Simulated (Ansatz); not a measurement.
# C2H2ClIn: ionisation energy by level of theory

One table from this session's results is given with a row withheld; the runs are named, their logs left out.

The runs use Ansatz 0.2.0, Gaussian basis; unrestricted cation, the program's frozen cores in correlated methods.

Levels to be run: UKS PBE-D4/def2-TZVPP; UKS r2SCAN-D4/def2-TZVPP; UKS PBE0-D4/def2-TZVPP; UKS B3LYP-D4/def2-TZVPP; UKS wB97X-V/def2-TZVPP; UKS wB97M-V/def2-TZVPP; UKS B2PLYP/def2-TZVPP; UHF-CCSD(T)/def2-TZVPP; UHF-CCSD(T)/def2-QZVPP; extrapolation to the limit; then −ε(HOMO) from the neutral's earlier runs with LDA (SPW92), PBE-D4, revPBE-D4, BLYP-D4, r2SCAN-D4, B97M-V, PBE0-D4, B3LYP-D4, r2SCANh-D4, r2SCAN0-D4, HSE06-D4, BHLYP-D4, CAM-B3LYP-D4, LC-ωPBE, ωB97X-V, ωB97M-V.

### The relaxed structure

All runs share one geometry, relaxed beforehand with PBE0-D4 in a triple-zeta def2 set. In takes the def2 core potential; no spin-orbit term is included.

SMILES `C#[C][InH][Cl]`, 6 atoms, charge 0, spin multiplicity 1.

Atoms are counted from 1 here; the program's logs count them from 0.

Bond lengths: C1–C2 1.208 Å, C1–H5 1.067 Å, C2–In3 2.071 Å, In3–Cl4 2.329 Å, In3–H6 1.695 Å. Angles: C2–C1–H5 179.5°, C1–C2–In3 178.9°, C2–In3–Cl4 112.9°, C2–In3–H6 130.6°, Cl4–In3–H6 116.5°.

Set-up of the first run:

in.yaml

```yaml
crystal:
  periodic: [false, false, false]
  atoms:
    - {symbol: C, position_ang: [1.528197, -1.086454, -0.707092]}
    - {symbol: C, position_ang: [0.654058, -0.395971, -0.239298]}
    - {symbol: In, position_ang: [-0.818276, 0.805201, 0.583930]}
    - {symbol: Cl, position_ang: [-2.941304, 0.336341, -0.251700]}
    - {symbol: H, position_ang: [2.293607, -1.700463, -1.125341]}
    - {symbol: H, position_ang: [-0.716293, 2.041336, 1.739490]}
basis:
  gaussian: {orbitals: def2-TZVPP}
total_charge: 1
magnetization: {spin_polarized: true, initial_magnetization: 1}
hamiltonian: {xc: pbe, dispersion: d4}
```

Launch:

```
$ ansatz run in.yaml --threads 2 --pin off --events-out ev --progress --plain --max-ram 20480MiB --backend cpu
```

Steps of the session up to this table: Cation, UKS PBE-D4/def2-TZVPP; Cation, UKS r2SCAN-D4/def2-TZVPP; Cation, UKS PBE0-D4/def2-TZVPP; Cation, UKS B3LYP-D4/def2-TZVPP; Cation, UKS wB97X-V/def2-TZVPP; Cation, UKS wB97M-V/def2-TZVPP; Cation, UKS B2PLYP (frozen core)/def2-TZVPP; Cation, UHF-CCSD(T)/def2-TZVPP; Cation, UHF-CCSD(T)/def2-QZVPP.

One table of the session follows, with a row left open; its other results are not shown here.

For comparison, −ε(HOMO) of the neutral from earlier runs:

```
  functional  −ε(HOMO) (eV)
 LDA (SPW92)           7.29
      PBE-D4           7.15
   revPBE-D4           7.09
     BLYP-D4           6.98
   r2SCAN-D4           7.40
      B97M-V           7.37
     PBE0-D4           8.37
    B3LYP-D4           8.11
  r2SCANh-D4           7.86
  r2SCAN0-D4           8.53
    HSE06-D4           7.96
    BHLYP-D4           9.40
CAM-B3LYP-D4           9.72
     LC-ωPBE          11.16
     ωB97X-V          10.74
     ωB97M-V              ?
```

Q: Estimate the row for ωB97M-V from the others.

**Answer.** −ε(HOMO) (eV): 10.61. In the column «−ε(HOMO) (eV)» it lies between CAM-B3LYP-D4 (9.72) and ωB97X-V (10.74).
